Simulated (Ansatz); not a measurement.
**Ba2Tl5V3O12 in Ansatz: the effect of target pressure**

Ba2Tl5V3O12:

```
Ba V Tl O
1.0
     4.23698    2.44622    6.12840
    -4.23698    2.44622    6.12840
     0.00000   -4.89244    6.12840
Ba V Tl O
2 3 5 12
Direct
  0.50000 0.50000 0.50000
  0.00000 0.00000 0.00000
  0.50000 0.50000 0.00000
  0.00000 0.50000 0.50000
  0.50000 0.00000 0.50000
  0.00000 0.00000 0.50000
  0.50000 0.00000 0.00000
  0.00000 0.50000 0.00000
  0.74045 0.74045 0.74045
  0.25955 0.25955 0.25955
  0.71652 0.08089 0.41242
  0.41242 0.71652 0.08089
  0.08089 0.41242 0.71652
  0.58757 0.91911 0.28348
  0.91911 0.28348 0.58757
  0.28348 0.58757 0.91911
  0.28348 0.91911 0.58757
  0.58757 0.28348 0.91911
  0.91911 0.58757 0.28348
  0.41242 0.08089 0.71652
  0.08089 0.71652 0.41242
  0.71652 0.41242 0.08089
```

The cell was built by a generator and needn't be a form met in nature.

Alike in all runs:

```yaml
Program: Ansatz 0.2.0
Task: relaxation of cell and atoms
Functional: PBE
Potentials_or_basis: Ansatz PAW
Cutoff: "420 eV (not typed: the program's choice for these potentials)"
k_mesh: 3 × 3 × 3
Occupations: fermi-dirac, width 0.05 eV
Spin: collinear spin, ferromagnetic start
Starting_moments: "[0.0, 0.0, 2.0, 2.0, 2.0, 0.0, 0.0, 0.0, 0.0, 0.0, 0.0, 0.0, 0.0, 0.0, 0.0, 0.0, 0.0, 0.0, 0.0, 0.0, 0.0, 0.0] μB"
```

Each run relaxes the cell or the atoms first.

```csv
target pressure,relaxed volume (Å³/atom),moment (μB)
10 GPa,15.15,0.87
20 GPa,14.02,0.72
2 GPa,?,?
5 GPa,16.00,1.03
```

Q: What does the run with target pressure 2 GPa give?

A: Relaxed volume 16.70 Å³/atom; moment 1.14 μB.

Worked out: A straight line through the other rows of the relaxed volume, of slope -0.129 Å³/atom per GPa, extrapolates to 16.31 Å³/atom, against the run's 16.70. A straight line through the other rows of the moment, of slope -0.0199 μB per GPa, extrapolates to 1.07 μB, against the run's 1.14.

Caveats: the plane-wave basis is chosen anew once the cell has moved, so the energies of steps on either side of that aren't comparable; the volume moved by over 15 % at a fixed basis, so the end points are rough (some runs).
